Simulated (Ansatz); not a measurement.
# GeH2: the cost of one run

Computed with Ansatz 0.2.0, Gaussian basis. Level: PBE0-D4/def2-TZVP structures, single points in def2-TZVPP, no counterpoise correction.

Levels: SPW92, PBE-D4, BLYP-D4, r2SCAN-D4, B97M-V, PBE0-D4, B3LYP-D4, r2SCAN0-D4, BHLYP-D4, CAM-B3LYP-D4, wB97X-V, wB97M-V, B2PLYP, PBE-QIDH, RPA on PBE, Hartree-Fock, MP2, CCSD, CCSD(T).

Cores are frozen in the correlated methods. Filled d shells of the heavier atoms are correlated. B3LYP uses VWN-RPA correlation. B2PLYP carries no dispersion term here.

78 further runs of the same task are left out: 78 set aside as unsound or not needed.

## Step 1: The starting structure

The complex: 8 atoms, charge 0, spin multiplicity 1.

Atoms are counted from 1 here; the program's logs count them from 0.

Bond lengths: Ge1–H4 1.597 Å, Ge1–H5 1.594 Å, H2–C3 1.103 Å, C3–H6 1.088 Å, C3–H7 1.091 Å, C3–H8 1.090 Å. Angles: H4–Ge1–H5 90.8°, H2–C3–H6 109.0°, H2–C3–H7 113.3°, H2–C3–H8 105.6°, H6–C3–H7 109.7°, H6–C3–H8 110.8°, H7–C3–H8 108.4°.

Geometry (Å):

```xyz
8
charge 0, multiplicity 1
Ge   -1.66620    0.72982    0.27013
H     0.22415   -0.54167    0.40744
C     1.07484    0.00085   -0.03714
H    -1.88784   -0.64647    1.04912
H    -1.83631   -0.01064   -1.13075
H     1.65055    0.46979    0.75762
H     0.77238    0.75408   -0.76566
H     1.66844   -0.75577   -0.55077
```

Its parts: GeH₂ holds atoms 1, 4, 5; CH₄ holds atoms 2, 3, 6, 7, 8. Each part counts its atoms afresh in its own runs.

## Step 2: Relaxing GeH₂ alone

relax-a/in.yaml reads:

```yaml
crystal:
  periodic: [false, false, false]
  atoms:
    - {symbol: Ge, position_ang: [-1.666205, 0.729822, 0.270133]}
    - {symbol: H, position_ang: [-1.887843, -0.646470, 1.049124]}
    - {symbol: H, position_ang: [-1.836313, -0.010639, -1.130750]}
basis:
  gaussian: {orbitals: def2-TZVP}
hamiltonian: {xc: pbe0, dispersion: d4}
relax: {f_tol: 0.005, max_steps: 200}
```

The run is started by

```sh
ansatz run in.yaml --threads 2 --pin off --events-out ev --progress --plain --max-ram 4352MiB
```

**Question.** How long does this run take on 2 threads of Arm Neoverse V1, shared host?

About 2 s.
